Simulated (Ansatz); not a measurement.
# C3H10B2S: the cost of one run

Program: Ansatz 0.2.0. Level of theory: RKS B3LYP/6-31G. These are calculated values, not measurements.

1 further run of the same task is left out (it didn't finish).

## 1. Starting point

Bond lengths (14 of 15 bonds, heavy atoms first): B1–S2 1.953 Å, S2–C3 1.808 Å, C3–C4 1.624 Å, C3–B5 1.570 Å, B5–C6 1.609 Å, B1–H7 1.152 Å, B1–H8 1.174 Å, C3–H9 1.155 Å, C4–H10 1.095 Å, C4–H11 1.064 Å, C4–H12 1.102 Å, B5–H13 1.218 Å, C6–H14 1.105 Å, C6–H15 1.136 Å. Angles (14 of 25 angles, heavy atoms first): B1–S2–C3 96.2°, S2–C3–C4 111.3°, S2–C3–B5 109.6°, C4–C3–B5 110.1°, C3–B5–C6 122.0°, S2–B1–H7 117.4°, S2–B1–H8 117.3°, S2–C3–H9 112.6°, C4–C3–H9 105.7°, B5–C3–H9 107.6°, C3–C4–H10 107.6°, C3–C4–H11 107.0°, C3–C4–H12 106.0°, C3–B5–H13 121.6°.

Structure file:

```xyz
16

B     0.2569   -2.6824   -1.2089
S    -0.7675   -1.0411   -1.4783
C     0.0707   -0.0768   -0.1990
C     1.5177    0.4516   -0.7131
B    -0.8302    1.1392    0.2181
C    -1.3580    1.3318    1.7253
H    -0.1437   -3.4371   -0.4369
H     1.2397   -2.8126   -1.8376
H     0.2846   -0.6949    0.7530
H     1.9567    1.0493    0.0925
H     2.0984   -0.4091   -0.9470
H     1.3166    1.0728   -1.6012
H    -1.1910    1.9740   -0.5922
H    -1.0263    2.2962    2.1501
H    -0.9870    0.4768    2.3740
H    -2.4605    1.3397    1.7454
```

## 2. Preparing the start

The input, input.yaml:

```yaml
crystal:
  periodic: [false, false, false]
  atoms:
    - { symbol: B, position_ang: [0.2569, -2.6824, -1.2089] }
    - { symbol: S, position_ang: [-0.7675, -1.0411, -1.4783] }
    - { symbol: C, position_ang: [0.0707, -0.0768, -0.199] }
    - { symbol: C, position_ang: [1.5177, 0.4516, -0.7131] }
    - { symbol: B, position_ang: [-0.8302, 1.1392, 0.2181] }
    - { symbol: C, position_ang: [-1.358, 1.3318, 1.7253] }
    - { symbol: H, position_ang: [-0.1437, -3.4371, -0.4369] }
    - { symbol: H, position_ang: [1.2397, -2.8126, -1.8376] }
    - { symbol: H, position_ang: [0.2846, -0.6949, 0.753] }
    - { symbol: H, position_ang: [1.9567, 1.0493, 0.0925] }
    - { symbol: H, position_ang: [2.0984, -0.4091, -0.947] }
    - { symbol: H, position_ang: [1.3166, 1.0728, -1.6012] }
    - { symbol: H, position_ang: [-1.191, 1.974, -0.5922] }
    - { symbol: H, position_ang: [-1.0263, 2.2962, 2.1501] }
    - { symbol: H, position_ang: [-0.987, 0.4768, 2.374] }
    - { symbol: H, position_ang: [-2.4605, 1.3397, 1.7454] }
basis:
  gaussian: { orbitals: "6-31G" }
hamiltonian:
  xc: b3lyp
relax:
  f_tol: 0.02
  max_steps: 40
scf:
  lower_state_search: "off"
```

On the command line:

```
ansatz run input.yaml --threads 1 --pin off --max-ram 2048MiB --backend cpu --events-out ev --progress --plain --runs-dir out
```

**Question.** How long does this run take on 1 thread of Arm Neoverse V2, shared host, and how much memory does it need?

About 2.1 min, with a peak of 0.16 GiB.
